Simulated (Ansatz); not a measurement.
# TiSi16: the cost of one run

All numbers below are computed with Ansatz 0.2.0 (DFT LDA, plane waves, PAW, scalar-relativistic, no spin polarisation).

1 further run of the same task is left out (it didn't finish).

**1. Starting point**

The cell holds 17 atoms (Si16Ti): a = 7.679 Å, b = 7.679 Å, c = 7.679 Å, α = 60.00°, β = 60.00°, γ = 60.00°.

The coordinates stand in the first input below.

**2. Relaxing end A**

Contents of input.yaml:

```yaml
crystal:
  lattice:
    - [0.0, 5.43, 5.43]
    - [5.43, 0.0, 5.43]
    - [5.43, 5.43, 0.0]
  atoms:
    - { symbol: Si, position: [0.0, 0.0, 0.0] }
    - { symbol: Si, position: [0.125, 0.125, 0.125] }
    - { symbol: Si, position: [0.0, 0.0, 0.5] }
    - { symbol: Si, position: [0.125, 0.125, 0.625] }
    - { symbol: Si, position: [0.0, 0.5, 0.0] }
    - { symbol: Si, position: [0.125, 0.625, 0.125] }
    - { symbol: Si, position: [0.0, 0.5, 0.5] }
    - { symbol: Si, position: [0.125, 0.625, 0.625] }
    - { symbol: Si, position: [0.5, 0.0, 0.0] }
    - { symbol: Si, position: [0.625, 0.125, 0.125] }
    - { symbol: Si, position: [0.5, 0.0, 0.5] }
    - { symbol: Si, position: [0.625, 0.125, 0.625] }
    - { symbol: Si, position: [0.5, 0.5, 0.0] }
    - { symbol: Si, position: [0.625, 0.625, 0.125] }
    - { symbol: Si, position: [0.5, 0.5, 0.5] }
    - { symbol: Si, position: [0.625, 0.625, 0.625] }
    - { symbol: Ti, position: [0.8089712, 0.3107997, 0.812703] }
basis:
  ecutwfc: 420.0
kpoints:
  mp_grid: { grid: [2, 2, 2] }
hamiltonian:
  xc: lda
  pseudopotentials: { kind: paw, azcp: { folder: soft_1 } }
scf:
  occupations: { method: gaussian, width: 0.02 }
  lower_state_search: "off"
relax:
  f_tol: 0.03
  max_steps: 60
  adjacent_minimum: "off"
```

Command:

```
ansatz run input.yaml --threads 1 --pin off --max-ram 3072MiB --backend cpu --events-out ev --progress --plain --runs-dir out
```

Q: Estimate wall time and peak memory on 1 thread of Arm Neoverse V1, shared host.

About 1.7 min, with a peak of 0.51 GiB.
